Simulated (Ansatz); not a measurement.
# ClGaHO: the cost of one run

All numbers below are computed with Ansatz 0.2.0 (UKS PBE0-D4/def2-SVP).

### 1 The system as given

Bond lengths: O1–Ga2 1.637 Å, Ga2–Cl3 2.170 Å, Ga2–H4 1.584 Å. Angles: O1–Ga2–Cl3 122.1°, O1–Ga2–H4 134.2°, Cl3–Ga2–H4 103.7°.

Structure file:

```xyz
4

O    -1.7826   -0.0953   -0.2358
Ga   -0.1703    0.1411   -0.0765
Cl    1.1529   -1.4043    0.6792
H     0.8000    1.3585   -0.3669
```

### 2 Relaxing end A

input.yaml

```yaml
crystal:
  periodic: [false, false, false]
  atoms:
    - { symbol: O, position_ang: [-1.78255, -0.09534, -0.23584] }
    - { symbol: Ga, position_ang: [-0.17034, 0.14112, -0.07651] }
    - { symbol: Cl, position_ang: [1.15293, -1.40427, 0.6792] }
    - { symbol: H, position_ang: [0.79996, 1.35849, -0.36685] }
total_charge: -1
magnetization:
  spin_polarized: true
basis:
  gaussian: { orbitals: def2-SVP }
hamiltonian:
  xc: pbe0
  dispersion: d4
relax:
  f_tol: 0.02
  max_steps: 50
```

On the command line:

```
> ansatz run input.yaml --threads 2 --pin off --max-ram 3072MiB --backend cpu --events-out ev --progress --plain --runs-dir out
```

Q: Estimate wall time and peak memory on 2 threads of Arm Neoverse V2, shared host.

About 9.1 s, with a peak of 0.19 GiB.
